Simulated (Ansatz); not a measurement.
# C2H5BO: one species, many methods

One table from this session's results is given with a row withheld; the runs are named, their logs left out.

Program: Ansatz 0.2.0, Gaussian basis. Level of theory: functionals in def2-TZVPP, the program's frozen cores in correlated methods. These are calculated values, not measurements.

The runs, in order: LDA (SPW92), PBE-D4, revPBE-D4, BLYP-D4, r2SCAN-D4, B97M-V, PBE0-D4, B3LYP-D4, r2SCANh-D4, r2SCAN0-D4, HSE06-D4, BHLYP-D4, CAM-B3LYP-D4, LC-ωPBE, ωB97X-V, ωB97M-V, B2PLYP, PBE-QIDH; CCSD(T)/def2-SVP; CCSD(T)/def2-TZVPP; MP2/def2-QZVPP; extrapolation to the limit; RPA on PBE.

## The geometry

An earlier PBE0-D4 in a triple-zeta def2 set relaxation fixed the geometry.

9 atoms, charge 0, spin multiplicity 1.

Atoms are counted from 1 here; the program's logs count them from 0.

Bond lengths: B1–C2 1.522 Å, B1–H5 1.194 Å, B1–H6 1.194 Å, C2–C3 1.468 Å, C2–O4 1.240 Å, C3–H7 1.094 Å, C3–H8 1.091 Å, C3–H9 1.094 Å. Angles: C2–B1–H5 118.6°, C2–B1–H6 118.6°, H5–B1–H6 122.7°, B1–C2–C3 156.3°, B1–C2–O4 78.0°, C3–C2–O4 125.8°, C2–C3–H7 108.7°, C2–C3–H8 111.8°, C2–C3–H9 108.6°, H7–C3–H8 110.6°, H7–C3–H9 106.3°, H8–C3–H9 110.6°.

Geometry (Å):

```mol
C2H5BO
  3D, bonds by distance, orders not assigned

  9  8  0  0  0  0  0  0  0  0999 V2000
   -0.7090    1.1254   -0.8329 B   0  0
    0.1132    0.0293   -0.1710 C   0  0
    0.4592   -0.9505    0.8658 C   0  0
    0.7544    0.2404   -1.2116 O   0  0
   -1.6127    0.8091   -1.5464 H   0  0
   -0.4765    2.2623   -0.5514 H   0  0
   -0.3819   -1.6382    0.9925 H   0  0
    1.3695   -1.4983    0.6190 H   0  0
    0.5724   -0.4256    1.8188 H   0  0
  1  2  8  0
  2  3  8  0
  2  4  8  0
  1  5  8  0
  1  6  8  0
  3  7  8  0
  3  8  8  0
  3  9  8  0
M  END
```

The first run:

Contents of in.yaml:

```yaml
crystal:
  periodic: [false, false, false]
  atoms:
    - {symbol: B, position_ang: [-0.709001, 1.125379, -0.832884]}
    - {symbol: C, position_ang: [0.113221, 0.029250, -0.171002]}
    - {symbol: C, position_ang: [0.459154, -0.950497, 0.865808]}
    - {symbol: O, position_ang: [0.754361, 0.240382, -1.211612]}
    - {symbol: H, position_ang: [-1.612712, 0.809066, -1.546393]}
    - {symbol: H, position_ang: [-0.476466, 2.262269, -0.551379]}
    - {symbol: H, position_ang: [-0.381861, -1.638194, 0.992549]}
    - {symbol: H, position_ang: [1.369459, -1.498315, 0.619047]}
    - {symbol: H, position_ang: [0.572444, -0.425638, 1.818767]}
basis:
  gaussian: {orbitals: def2-TZVPP}
hamiltonian: {xc: lda}
output: {orbitals: {seedname: orbitals}}
```

Launch:

```bash
ansatz run in.yaml --threads 2 --pin off --events-out ev --progress --plain --max-ram 4352MiB
```

Steps of the session up to this table: LDA; PBE-D4 (GGA); revPBE-D4 (GGA); BLYP-D4 (GGA); r2SCAN-D4 (meta-GGA); B97M-V (meta-GGA); PBE0-D4 (hybrid); B3LYP-D4 (hybrid); r2SCANh-D4 (hybrid); r2SCAN0-D4 (hybrid); HSE06-D4 (hybrid); BHLYP-D4 (hybrid); CAM-B3LYP-D4 (range-separated); LC-ωPBE (range-separated); ωB97X-V (range-separated); ωB97M-V (range-separated); B2PLYP (double hybrid); PBE-QIDH (double hybrid).

One of the session's tables, all rows but one given; the rest of the session is left out.

It belongs to the step «Frontier levels by functional». 

| functional | HOMO (eV) | gap (eV) |
| --- | --- | --- |
| LDA (SPW92) | -6.79 | 4.05 |
| PBE-D4 | -6.63 | 4.11 |
| revPBE-D4 | -6.56 | 4.13 |
| BLYP-D4 | -6.53 | 4.15 |
| r2SCAN-D4 | -6.84 | 4.60 |
| B97M-V | -6.95 | 4.80 |
| PBE0-D4 | -8.00 | 6.66 |
| B3LYP-D4 | -7.79 | 6.20 |
| r2SCANh-D4 | -7.36 | 5.55 |
| r2SCAN0-D4 | -8.15 | 6.98 |
| HSE06-D4 | -7.59 | 5.87 |
| BHLYP-D4 | -9.33 | 9.32 |
| CAM-B3LYP-D4 | -9.45 | 9.38 |
| LC-ωPBE | -10.80 | 11.98 |
| ωB97X-V | -10.43 | 11.54 |
| ωB97M-V | ? | ? |

**Question.** Estimate the row for ωB97M-V.

The run gave: HOMO (eV): -10.35; gap (eV): 11.36. In the column «HOMO (eV)» it lies between ωB97X-V (-10.43) and CAM-B3LYP-D4 (-9.45).
